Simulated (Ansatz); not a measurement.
# Ga3As3CO: the cost of one run

Method: DFT PBE+D3(BJ), scalar-relativistic, plane waves, PAW, in Ansatz 0.2.0.

4 further runs of the same task are left out: 4 set aside as unsound or not needed.

### Step 1. The structure to begin with

Symmetry: F-43m, No. 216, cubic system. The conventional cell has a = 5.654 Å, b = 5.654 Å, c = 5.654 Å, α = 90.00°, β = 90.00°, γ = 90.00°. Ga (site symmetry -43m) has 4 As at 2.45 Å as nearest neighbours. Around As (site symmetry -43m) lie 4 Ga at 2.45 Å.

Structure file:

```
CELL_PARAMETERS angstrom
0.00000 2.82685 2.82685
2.82685 0.00000 2.82685
2.82685 2.82685 0.00000
ATOMIC_POSITIONS crystal
Ga 0.00000 0.00000 0.00000
As 0.75000 0.75000 0.75000
```

Source of the structure: the Crystallography Open Database.

### Step 7. Plan of the scan

Atoms count from 1 in the order of the input.

CO (O end down) is moved over the surface cell at a fixed height above a rigid substrate; the origin of the map has the adsorbate above As6; the height is held at 2.90 Å.

- position of O7 along the first surface vector, from above As6: 4 values from 0.00 to 0.75, periodic
- position of O7 along the second surface vector, from above As6: 4 values from 0.00 to 0.75, periodic

Nothing else is relaxed. Points are written as (first, second).

The two vectors of the plane (Å): (4.014, 0.000, 0.000); (0.000, 5.676, 0.000).

(The set-up runs are not shown.)

### Step 8. Grid point (0/4, 0/4) of the map's two axes

Input file input.yaml:

```yaml
crystal:
  lattice:
    - [4.0137031122, 0.0, 0.0]
    - [0.0, 5.6762333766, 0.0]
    - [0.0, 0.0, 23.3352699183]
  atoms:
    - { symbol: Ga, position: [0.5, 0.5, 0.1714143446] }
    - { symbol: As, position: [0.0, 0.25, 0.1714143446] }
    - { symbol: Ga, position: [0.0, 0.065383528, 0.268003505] }
    - { symbol: As, position: [0.5, 0.8102208721, 0.2504948971] }
    - { symbol: Ga, position: [0.5, 0.4894639658, 0.322854636] }
    - { symbol: As, position: [0.0, 0.2887573246, 0.3593388869] }
    - { symbol: O, position: [0.0, 0.2887573246, 0.4836142868] }
    - { symbol: C, position: [0.0, 0.2887573246, 0.5328959109] }
basis:
  ecutwfc: 420
kpoints:
  mp_grid: { grid: [7, 5, 1] }
hamiltonian:
  xc: pbe
  pseudopotentials: { kind: paw, azcp: { folder: soft_1 } }
  dispersion: d3bj
scf:
  occupations: { method: gaussian, width: 0.05 }
output:
  forces: true
  eigenvalues: true
efield:
  axis: 3
  dipole_correction: true
  ramp_width: 0.04
```

Run with:

```sh
ansatz run input.yaml --threads 2 --pin off --max-ram 6144MiB --backend cpu --events-out ev --progress --plain --runs-dir out
```

What time and memory should one allow on 2 threads of Arm Neoverse V2, shared host?

About 28 s, with a peak of 0.83 GiB.
